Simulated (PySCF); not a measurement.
# The bond of MnH, level by level

The task here is to estimate one member of a computed series from the others.

Method: Mn def2-TZVPP, H def2-TZVPP, no relativity; program: PySCF 2.14.0.

Set-up of the first run:

The job is set up so:

```yaml
atoms: Mn, H
charge: 0
basis: Mn def2-TZVPP, H def2-TZVPP
Hamiltonian: no relativity
basis_functions: 78
electrons_treated: 26
masses_in_u: 54.9380, 1.0078
levels: PBE0, PBE, r²SCAN, r²SCAN0, MN15, B3LYP, M06, CAM-B3LYP, HF, MP2, SCS-MP2, CCSD, CCSD(T)
grid: 80 radial by 434 angular points
occupations: held fixed by the projection of orbital angular momentum
dissociation_limit: Mn + H, each in its ground configuration
starting_distance_in_angstrom: 1.440
values_of_2S_to_try: 0, 2, 4, 6, 8
```

Launch:

```sh
OMP_NUM_THREADS=1 python dia.py task.json out
```

Steps of the session up to this table: Input; PBE0 along the bond; Higher solutions at PBE0; PBE (GGA); r²SCAN; r²SCAN0 (hybrid meta-GGA); MN15 (hybrid meta-GGA); B3LYP; M06; CAM-B3LYP; UHF (mean field); Adding correlation.

One of the session's tables, all rows but one given; the rest of the session is left out.

| level | Re (Å) | ωe (cm⁻¹) | De (eV) |
| --- | --- | --- | --- |
| UHF | 1.786 | 1544 | 1.50 |
| UHF-MP2 | 1.717 | 1602 | 1.62 |
| UHF-SCS-MP2 | 1.731 | 1575 | 1.59 |
| UHF-CCSD | 1.733 | 1548 | 1.69 |
| UHF-CCSD(T) | 1.730 | 1544 | 1.65 |
| PBE | ? | ? | ? |
| r²SCAN | 1.714 | 1562 | 2.15 |
| B3LYP | 1.735 | 1505 | 1.68 |
| PBE0 | 1.727 | 1546 | 1.86 |
| r²SCAN0 | 1.729 | 1559 | 2.00 |
| MN15 | 1.710 | 1595 | 1.65 |
| CAM-B3LYP | 1.728 | 1547 | 1.74 |
| measured | 1.7311 | 1548.0 | n/a |

Estimate the missing values for PBE.

**Answer.** Re (Å): 1.715; ωe (cm⁻¹): 1522; De (eV): 1.94. In the column «Re (Å)» it lies between r²SCAN (1.714) and UHF-MP2 (1.717).

De is counted to Mn + H in their ground configurations.
